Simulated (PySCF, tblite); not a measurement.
# C6H10O: a rotation path, then NMR shifts on frames, part 2 of 2

tblite 0.8.0 and PySCF 2.14.0. Atoms count from 0. The steps go on from the part before.

## Step 5: Shielding tensors: image 4, PBE0/pcSseg-1

What the job is given:

```
{"job": {"kind": "nmr", "xc": "PBE0", "basis": "pcSseg-1", "pop": false}, "charge": 0, "multiplicity": 1}
C      1.667800     0.563700    -0.969000
C      0.743400    -0.142600    -0.334600
C      1.111600    -1.436900     0.326100
C     -0.730100     0.251900    -0.304000
C     -1.537100    -0.389400     0.824900
C     -0.852600     1.755900    -0.206700
O     -1.314200     2.349300     0.726100
H      1.473200     1.478000    -1.499000
H      2.692500     0.233000    -0.984200
H      0.654600    -2.267600    -0.212300
H      2.190200    -1.569000     0.310200
H      0.774600    -1.472400     1.358500
H     -1.162400    -0.045800    -1.269100
H     -1.471700    -1.472600     0.804000
H     -1.188700    -0.020100     1.786400
H     -2.583100    -0.106900     0.723600
H     -0.475000     2.303400    -1.091000
```

Method: GIAO PBE0/pcSseg-1 NMR shielding, non-relativistic, gas phase.

The log of the run:

```text
coarse grid: 13808 points
cycle   1  E = -309.2500642872  dE =  8.632e-01  |g| = 8.013e-01  |ddm| = 3.605e+00
cycle   2  E = -308.8935701745  dE =  3.565e-01  |g| = 1.579e+00  |ddm| = 2.202e+00
cycle   3  E = -309.3784149940  dE = -4.848e-01  |g| = 1.790e-01  |ddm| = 1.699e+00
cycle   4  E = -309.3857633891  dE = -7.348e-03  |g| = 5.188e-02  |ddm| = 2.035e-01
cycle   5  E = -309.3863690496  dE = -6.057e-04  |g| = 1.064e-02  |ddm| = 5.697e-02
cycle   6  E = -309.3863879859  dE = -1.894e-05  |g| = 5.371e-03  |ddm| = 1.319e-02
cycle   7  E = -309.3863945535  dE = -6.568e-06  |g| = 1.432e-03  |ddm| = 5.167e-03
final grid: 132176 points
cycle   8  E = -309.4405235145  dE = -3.905e-05  |g| = 1.317e-02  |ddm| = 3.829e-02
cycle   9  E = -309.4404507075  dE =  7.281e-05  |g| = 2.370e-02  |ddm| = 2.788e-02
cycle  10  E = -309.4405579664  dE = -1.073e-04  |g| = 3.057e-03  |ddm| = 1.924e-02
cycle  11  E = -309.4405599598  dE = -1.993e-06  |g| = 1.870e-04  |ddm| = 2.359e-03
cycle  12  E = -309.4405599638  dE = -4.031e-09  |g| = 1.395e-04  |ddm| = 2.898e-04
cycle  13  E = -309.4405599683  dE = -4.501e-09  |g| = 4.256e-05  |ddm| = 1.503e-04
cycle  14  E = -309.4405599688  dE = -4.354e-10  |g| = 9.534e-06  |ddm| = 4.887e-05
converged SCF energy = -309.4405599688

GIAO shielding tensors (ppm)
atom      isotropic    diamagn.    paramagn.     s11        s22        s33       span
  0 C       68.575     252.766    -184.191    -38.032     87.427    156.330    194.362
  1 C       34.575     261.664    -227.088    -88.022     41.498    150.250    238.272
  2 C      159.934     246.682     -86.747    143.383    155.431    180.988     37.605
  3 C      137.325     250.097    -112.772    120.589    141.331    150.056     29.467
  4 C      174.103     248.484     -74.382    168.191    173.176    180.941     12.749
  5 C      -20.342     249.225    -269.567   -111.316    -43.944     94.233    205.549
  6 O     -347.070     398.937    -746.006   -993.779   -434.965    387.535   1381.314
  7 H       26.313      32.405      -6.092     23.580     24.243     31.114      7.534
  8 H       26.188      31.252      -5.064     23.396     25.083     30.087      6.691
  9 H       29.745      29.808      -0.063     26.372     27.895     34.967      8.595
 10 H       29.966      30.230      -0.263     26.236     28.646     35.017      8.781
 11 H       29.739      30.675      -0.936     24.688     30.603     33.926      9.237
 12 H       28.515      32.069      -3.555     23.240     29.086     33.218      9.978
 13 H       30.689      31.362      -0.673     25.930     30.530     35.608      9.678
 14 H       30.351      31.489      -1.138     26.930     28.033     36.091      9.161
 15 H       30.722      29.920       0.802     26.609     27.918     37.639     11.030
 16 H       21.148      29.878      -8.730     18.481     20.514     24.450      5.969
```

It took 81 s on 1 thread, shared host.

Key values: δ C5 207.3, C1 152.3, C0 118.4, C3 49.6, H16 10.57, H8 5.53 ppm.

## Step 6: Shielding tensors: image 6, PBE0/pcSseg-1

What the job is given:

```
{"job": {"kind": "nmr", "xc": "PBE0", "basis": "pcSseg-1", "pop": false}, "charge": 0, "multiplicity": 1}
C      1.687700     0.714900    -0.498000
C      0.735600    -0.176400    -0.270000
C      1.067500    -1.622000    -0.048800
C     -0.741800     0.175200    -0.250400
C     -1.420400    -0.166000     1.078400
C     -0.950300     1.635400    -0.572900
O     -1.402100     2.454900     0.175300
H      1.492700     1.759600    -0.663200
H      2.723400     0.421400    -0.531400
H      0.699600    -2.227800    -0.876500
H      2.143300    -1.753500     0.030100
H      0.612300    -1.994900     0.865700
H     -1.218300    -0.398400    -1.058000
H     -1.267500    -1.206400     1.348000
H     -1.027200     0.471500     1.865700
H     -2.490500     0.012600     1.000300
H     -0.651000     1.912000    -1.604000
```

With the program's defaults for keys left out, this is: GIAO PBE0/pcSseg-1 NMR shielding, non-relativistic, gas phase.

The log of the run:

```text
coarse grid: 13808 points
cycle   1  E = -309.2547898300  dE =  8.634e-01  |g| = 7.974e-01  |ddm| = 3.606e+00
cycle   2  E = -308.9032753219  dE =  3.515e-01  |g| = 1.569e+00  |ddm| = 2.211e+00
cycle   3  E = -309.3822014174  dE = -4.789e-01  |g| = 1.750e-01  |ddm| = 1.714e+00
cycle   4  E = -309.3891928368  dE = -6.991e-03  |g| = 5.275e-02  |ddm| = 1.995e-01
cycle   5  E = -309.3898122590  dE = -6.194e-04  |g| = 1.216e-02  |ddm| = 5.755e-02
cycle   6  E = -309.3898372386  dE = -2.498e-05  |g| = 6.092e-03  |ddm| = 1.368e-02
cycle   7  E = -309.3898459538  dE = -8.715e-06  |g| = 1.398e-03  |ddm| = 5.833e-03
final grid: 132176 points
cycle   8  E = -309.4440192764  dE = -2.699e-05  |g| = 1.264e-02  |ddm| = 3.289e-02
cycle   9  E = -309.4439529448  dE =  6.633e-05  |g| = 2.263e-02  |ddm| = 2.681e-02
cycle  10  E = -309.4440509887  dE = -9.804e-05  |g| = 2.965e-03  |ddm| = 1.842e-02
cycle  11  E = -309.4440528684  dE = -1.880e-06  |g| = 1.653e-04  |ddm| = 2.292e-03
cycle  12  E = -309.4440528711  dE = -2.698e-09  |g| = 1.278e-04  |ddm| = 2.417e-04
cycle  13  E = -309.4440528750  dE = -3.865e-09  |g| = 3.365e-05  |ddm| = 1.342e-04
cycle  14  E = -309.4440528753  dE = -2.631e-10  |g| = 8.911e-06  |ddm| = 3.698e-05
converged SCF energy = -309.4440528753

GIAO shielding tensors (ppm)
atom      isotropic    diamagn.    paramagn.     s11        s22        s33       span
  0 C       68.823     253.566    -184.743    -29.997     85.195    151.272    181.269
  1 C       32.336     261.921    -229.585    -89.305     32.190    154.122    243.427
  2 C      161.082     246.569     -85.487    142.909    153.817    186.520     43.611
  3 C      132.238     250.535    -118.297    115.954    132.524    148.235     32.281
  4 C      172.652     247.983     -75.332    165.003    169.930    183.023     18.020
  5 C      -22.773     249.236    -272.009   -119.481    -43.059     94.221    213.702
  6 O     -364.401     398.623    -763.024  -1024.214   -456.985    387.996   1412.210
  7 H       26.825      32.350      -5.526     24.121     24.598     31.755      7.634
  8 H       26.438      31.307      -4.870     23.927     25.145     30.240      6.313
  9 H       29.904      29.482       0.422     26.630     27.521     35.560      8.931
 10 H       29.826      30.127      -0.301     26.126     28.422     34.930      8.804
 11 H       29.549      30.564      -1.014     24.439     30.471     33.738      9.299
 12 H       28.929      32.546      -3.617     25.164     28.587     33.034      7.870
 13 H       30.596      31.402      -0.806     25.382     30.863     35.543     10.161
 14 H       30.503      31.285      -0.782     26.990     28.082     36.437      9.447
 15 H       30.624      30.107       0.516     26.893     27.607     37.371     10.478
 16 H       21.224      29.503      -8.279     18.295     20.559     24.820      6.525
```

Run time: 76 s. Hardware: 1 thread, shared host.

In short: δ C5 209.7, C1 154.6, C0 118.1, C3 54.7, H16 10.49, H8 5.28 ppm.

## Step 7: NMR shieldings: image 8, PBE0/pcSseg-1

What the job is given:

```
{"job": {"kind": "nmr", "xc": "PBE0", "basis": "pcSseg-1", "pop": false}, "charge": 0, "multiplicity": 1}
C      1.623000     0.717100    -0.020100
C      0.716000    -0.228800    -0.206400
C      1.069900    -1.664400    -0.438900
C     -0.763800     0.088400    -0.167000
C     -1.291400     0.112100     1.268200
C     -1.033300     1.394400    -0.871900
O     -1.668500     2.311700    -0.436700
H      1.347300     1.744800     0.148400
H      2.677700     0.500200    -0.022200
H      0.759100    -1.972100    -1.437500
H      2.140900    -1.821400    -0.344900
H      0.556300    -2.301500     0.280200
H     -1.301400    -0.679700    -0.738100
H     -1.163800    -0.859200     1.739200
H     -0.751900     0.856200     1.848300
H     -2.346400     0.374200     1.271400
H     -0.576800     1.440000    -1.882100
```

Level: GIAO PBE0/pcSseg-1 NMR shielding, non-relativistic, gas phase.

The log of the run:

```text
coarse grid: 13808 points
cycle   1  E = -309.2600718288  dE =  8.586e-01  |g| = 7.954e-01  |ddm| = 3.586e+00
cycle   2  E = -308.9120045978  dE =  3.481e-01  |g| = 1.563e+00  |ddm| = 2.240e+00
cycle   3  E = -309.3862998576  dE = -4.743e-01  |g| = 1.772e-01  |ddm| = 1.741e+00
cycle   4  E = -309.3934912133  dE = -7.191e-03  |g| = 5.345e-02  |ddm| = 2.112e-01
cycle   5  E = -309.3941176186  dE = -6.264e-04  |g| = 1.528e-02  |ddm| = 6.276e-02
cycle   6  E = -309.3941626062  dE = -4.499e-05  |g| = 6.270e-03  |ddm| = 1.533e-02
cycle   7  E = -309.3941718374  dE = -9.231e-06  |g| = 1.483e-03  |ddm| = 6.198e-03
final grid: 132176 points
cycle   8  E = -309.4471331511  dE = -2.556e-05  |g| = 1.319e-02  |ddm| = 3.387e-02
cycle   9  E = -309.4470572886  dE =  7.586e-05  |g| = 2.400e-02  |ddm| = 3.011e-02
cycle  10  E = -309.4471676436  dE = -1.104e-04  |g| = 2.947e-03  |ddm| = 2.073e-02
cycle  11  E = -309.4471695178  dE = -1.874e-06  |g| = 1.834e-04  |ddm| = 2.218e-03
cycle  12  E = -309.4471695207  dE = -2.952e-09  |g| = 1.472e-04  |ddm| = 2.902e-04
cycle  13  E = -309.4471695260  dE = -5.267e-09  |g| = 3.540e-05  |ddm| = 1.504e-04
cycle  14  E = -309.4471695263  dE = -2.860e-10  |g| = 9.799e-06  |ddm| = 3.933e-05
converged SCF energy = -309.4471695263

GIAO shielding tensors (ppm)
atom      isotropic    diamagn.    paramagn.     s11        s22        s33       span
  0 C       66.836     254.445    -187.609    -37.518     85.108    152.918    190.437
  1 C       31.569     263.191    -231.622    -90.842     25.964    159.584    250.425
  2 C      158.916     246.315     -87.399    138.280    152.653    185.814     47.534
  3 C      129.776     250.979    -121.203    110.753    131.582    146.993     36.240
  4 C      169.138     246.953     -77.815    150.752    173.769    182.893     32.140
  5 C      -17.877     249.611    -267.487   -114.856    -28.353     89.580    204.436
  6 O     -334.772     397.962    -732.734   -937.798   -448.378    381.862   1319.660
  7 H       27.011      32.655      -5.644     23.613     25.319     32.100      8.488
  8 H       26.283      31.411      -5.128     23.713     25.256     29.880      6.168
  9 H       29.710      29.501       0.210     26.239     27.666     35.225      8.985
 10 H       29.701      29.846      -0.145     25.929     28.189     34.986      9.057
 11 H       29.547      30.048      -0.500     25.458     29.138     34.046      8.588
 12 H       29.253      33.343      -4.089     26.083     29.174     32.504      6.422
 13 H       30.525      30.729      -0.204     26.086     29.821     35.668      9.582
 14 H       30.936      31.344      -0.409     27.284     29.197     36.326      9.042
 15 H       30.033      30.184      -0.152     26.027     27.203     36.868     10.840
 16 H       21.829      29.711      -7.882     19.465     20.563     25.459      5.995
```

Wall time 75 s (1 thread, shared host).

In short: δ C5 204.8, C1 155.4, C0 120.1, C3 57.1, H16 9.89, H8 5.43 ppm.

## Step 8: Run by run: NMR shifts

Shifts (ppm) of some atoms, chosen among heavy atoms and hydrogens apart, with basis size and wall time:

```csv
frame,C1,C3,C2,C4,H14,H11,O6,functions,time
image 0,151.5,62.1,21.2,13.8,1.64,1.30,692.7,169,2 min
image 2,147.8,55.8,22.7,11.2,1.58,1.65,665.5,169,75 s
image 4,152.3,49.6,27.0,12.8,1.37,1.98,683.1,169,81 s
image 6,154.6,54.7,25.8,14.3,1.21,2.17,700.5,169,76 s
image 8,155.4,57.1,28.0,17.8,0.78,2.17,670.9,169,75 s
```

## Step 9: Outcome

The summary covers parts 1 to 2.

| quantity | value |
| --- | --- |
| barrier | 0.160 eV (3.7 kcal/mol) at image 4 |
| end to end (GFN2-xTB) | 0.011 eV |
| 13C shifts against TMS (PBE0/pcSseg-1, image 0) | 208.1, 151.5, 122.5, 62.1, 21.2, 13.8 ppm |
| 1H shifts against TMS (PBE0/pcSseg-1, image 0) | 9.86, 5.42, 5.40, 3.04, 1.89, 1.72, 1.64, 1.30, 1.20, 0.72 ppm |
| 17O shifts against H2O (PBE0/pcSseg-1, image 0) | 692.7 ppm |
| surface potential, 1st and 99th percentile | -1.56 V and 0.96 V |
| range of the shift of O6 | 665.5 to 700.5 ppm |

**Reading.** Along the band the dihedral turns by 151°, and the top (dihedral 23°) lies 3.7 kcal/mol above the start (GFN2-xTB, rough), so at room temperature this motion is fast. Ends this close can change order at a higher level. The top was not checked by a frequency run. Shifts at one fixed geometry are not the observed spectrum, which averages over the motion. In the first frame run (image 0): The largest span, 1357 ppm, is at O6, where the paramagnetic term is -756 ppm. By nearest atom (PBE0/pcSseg-1), the HOMO sits on O6 37 %; C0 17 % and the LUMO on C5 34 %; O6 27 %. Across the 5 runs the shift of O6 moves most, between 665.5 (image 2) and 700.5 ppm (image 6).
